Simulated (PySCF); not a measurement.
# DyH2: other functionals and bases at one geometry

An exercise on one series of results from a longer session: the logs are not shown, and one member is left open.

Program: PySCF 2.14.0. Level of theory: several levels, as the steps say, no spin–orbit coupling. These are calculated values, not measurements.

1 further run of the same task is left out (for a known fault of the program).

## The system as given

3 atoms, charge 0, spin multiplicity 1.

Bond lengths: Dy1–H2 2.148 Å, Dy1–H3 2.148 Å. Angles: H2–Dy1–H3 119.2°.

As a file:

```mol
DyH2
  3D, bonds by distance, orders not assigned

  3  2  0  0  0  0  0  0  0  0999 V2000
   -0.0000    0.0000   -0.0974 Dy  0  0
    1.8518   -0.0000    0.9901 H   0  0
   -1.8518    0.0000    0.9901 H   0  0
  1  2  8  0
  1  3  8  0
M  END
```

Formal oxidation states: Dy +2. Each metal's 10 4f electrons lie in its core potential, so multiplicities, spins and levels count the valence alone. An earlier session relaxed this geometry at PBE0, Dy lcecp-0-SVP with ECP56, H def2-SVP (singlet, point group C2v).

At PBE0 on the finer grid: E = -32.038371 Eh, frontier levels not given, since the 4f levels lie in the core, Mulliken charge on Dy1 +0.38 e, largest force component 0.001 eV/Å. 

Levels to run: r2SCAN; CAM-B3LYP; PBE0, TZVP. Hardware: 2 threads of Arm Neoverse V2, shared host.

Set-up of the first run:

The input, run.py (the lines that set the calculation):

```python
mol = gto.M(atom='''
Dy     0.00000     0.00000    -0.09737
H      1.85180     0.00000     0.99011
H     -1.85180     0.00000     0.99011''',
    basis={'Dy': 'lcecp-0-SVP', 'H': 'def2-SVP'},
    ecp={'Dy': 'lcecp-0-SVP'},
    charge=0, spin=0)
mf = dft.RKS(mol, xc='R2SCAN')
mf.grids.atom_grid = (75, 302)  # f atoms: unpruned, at least (60, 302)
mf = mf.density_fit()  # fitting sets: Dy AutoAux, H def2-universal-JKFIT
mf.conv_tol = 1e-08; mf.max_cycle = 55
mf.kernel(dm0)  # dm0: the density of the relaxed state
```

Launch:

```bash
$ OMP_NUM_THREADS=2 python run.py
```

Among the steps run: r2SCAN; CAM-B3LYP; PBE0, TZVP.

One of the session's tables, all rows but one given; the rest of the session is left out.

```
              level  dipole (D)  largest force component (eV/Å)
PBE0 (relaxed here)        6.32                            0.00
             r2SCAN           ?                               ?
          CAM-B3LYP        6.50                            0.04
         PBE0, TZVP        6.33                            0.09
```

**Question.** Estimate the row for r2SCAN.

As computed: dipole (D): 6.37; largest force component (eV/Å): 0.04. In the column «dipole (D)» it lies between PBE0, TZVP (6.33) and CAM-B3LYP (6.50).

The largest leftover force, 0.09 eV/Å with PBE0, TZVP, stands at a geometry relaxed at another level. With 4f in the core, its levels are missing from HOMO and gap, and its count is fixed, so no charge can pass from the ligands into it. Total energies of different levels can't be compared.
